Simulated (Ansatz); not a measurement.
# CH2AlBF2: up Jacob's ladder to CCSD(T)

An exercise on one series of results from a longer session: the logs are not shown, and one member is left open.

Program: Ansatz 0.2.0, Gaussian basis. Level of theory: functionals in def2-TZVPP, the program's frozen cores in correlated methods. These are calculated values, not measurements.

The runs, in order: LDA (SPW92), PBE-D4, revPBE-D4, BLYP-D4, r2SCAN-D4, B97M-V, PBE0-D4, B3LYP-D4, r2SCANh-D4, r2SCAN0-D4, HSE06-D4, BHLYP-D4, CAM-B3LYP-D4, LC-ωPBE, ωB97X-V, ωB97M-V, B2PLYP, PBE-QIDH; CCSD(T)/def2-SVP; CCSD(T)/def2-TZVPP; MP2/def2-QZVPP; extrapolation to the limit; RPA on PBE.

**The geometry**

The geometry comes from an earlier relaxation with PBE0-D4 in a triple-zeta def2 set; it is a stationary point, not always the lowest conformer.

7 atoms, charge 0, spin multiplicity 1.

Atoms are counted from 1 here; the program's logs count them from 0.

Bond lengths: F1–C2 1.350 Å, C2–B3 1.450 Å, C2–Al4 2.333 Å, C2–H6 1.106 Å, B3–Al4 1.983 Å, B3–H7 1.183 Å, Al4–F5 1.641 Å. Angles: F1–C2–B3 124.6°, F1–C2–Al4 177.7°, F1–C2–H6 106.6°, B3–C2–Al4 57.7°, B3–C2–H6 128.8°, Al4–C2–H6 71.1°, C2–B3–Al4 84.1°, C2–B3–H7 136.1°, Al4–B3–H7 139.8°, C2–Al4–B3 38.2°, C2–Al4–F5 126.6°, B3–Al4–F5 164.8°.

The first run:

Contents of in.yaml:

```yaml
crystal:
  periodic: [false, false, false]
  atoms:
    - {symbol: F, position_ang: [0.145328, -1.264491, 1.811288]}
    - {symbol: C, position_ang: [0.019468, -0.443018, 0.746780]}
    - {symbol: B, position_ang: [0.551712, -0.719051, -0.573831]}
    - {symbol: Al, position_ang: [-0.246053, 1.035456, -1.038813]}
    - {symbol: F, position_ang: [-1.024308, 2.479407, -1.004964]}
    - {symbol: H, position_ang: [-0.549791, 0.439145, 1.093154]}
    - {symbol: H, position_ang: [1.164844, -1.595349, -1.079312]}
basis:
  gaussian: {orbitals: def2-TZVPP}
hamiltonian: {xc: lda}
output: {orbitals: {seedname: orbitals}}
```

The run is started by

```console
$ ansatz run in.yaml --threads 2 --pin off --events-out ev --progress --plain --max-ram 4352MiB
```

Steps of the session up to this table: LDA; PBE-D4 (GGA); revPBE-D4 (GGA); BLYP-D4 (GGA); r2SCAN-D4 (meta-GGA); B97M-V (meta-GGA); PBE0-D4 (hybrid); B3LYP-D4 (hybrid); r2SCANh-D4 (hybrid); r2SCAN0-D4 (hybrid); HSE06-D4 (hybrid); BHLYP-D4 (hybrid); CAM-B3LYP-D4 (range-separated); LC-ωPBE (range-separated); ωB97X-V (range-separated); ωB97M-V (range-separated); B2PLYP (double hybrid); PBE-QIDH (double hybrid).

One table of the session follows, with a row left open; its other results are not shown here.

It belongs to the step «Orbital energies across the functionals». 

| functional | HOMO (eV) | LUMO (eV) | gap (eV) |
| --- | --- | --- | --- |
| LDA (SPW92) | -6.06 | -3.02 | 3.04 |
| PBE-D4 | ? | ? | ? |
| revPBE-D4 | -5.78 | -2.67 | 3.12 |
| BLYP-D4 | -5.68 | -2.70 | 2.98 |
| r2SCAN-D4 | -6.04 | -2.50 | 3.54 |
| B97M-V | -6.02 | -2.57 | 3.46 |
| PBE0-D4 | -6.90 | -1.97 | 4.92 |
| B3LYP-D4 | -6.67 | -2.23 | 4.45 |
| r2SCANh-D4 | -6.43 | -2.22 | 4.21 |
| r2SCAN0-D4 | -7.02 | -1.81 | 5.21 |
| HSE06-D4 | -6.50 | -2.34 | 4.16 |
| BHLYP-D4 | -7.76 | -1.17 | 6.59 |
| CAM-B3LYP-D4 | -8.12 | -1.03 | 7.09 |
| LC-ωPBE | -9.39 | 0.13 | 9.52 |
| ωB97X-V | -9.06 | 0.03 | 9.09 |
| ωB97M-V | -8.99 | -0.21 | 8.78 |

Estimate the missing values for PBE-D4.

As computed: HOMO (eV): -5.86; LUMO (eV): -2.78; gap (eV): 3.08. In the column «HOMO (eV)» it lies between B97M-V (-6.02) and revPBE-D4 (-5.78).
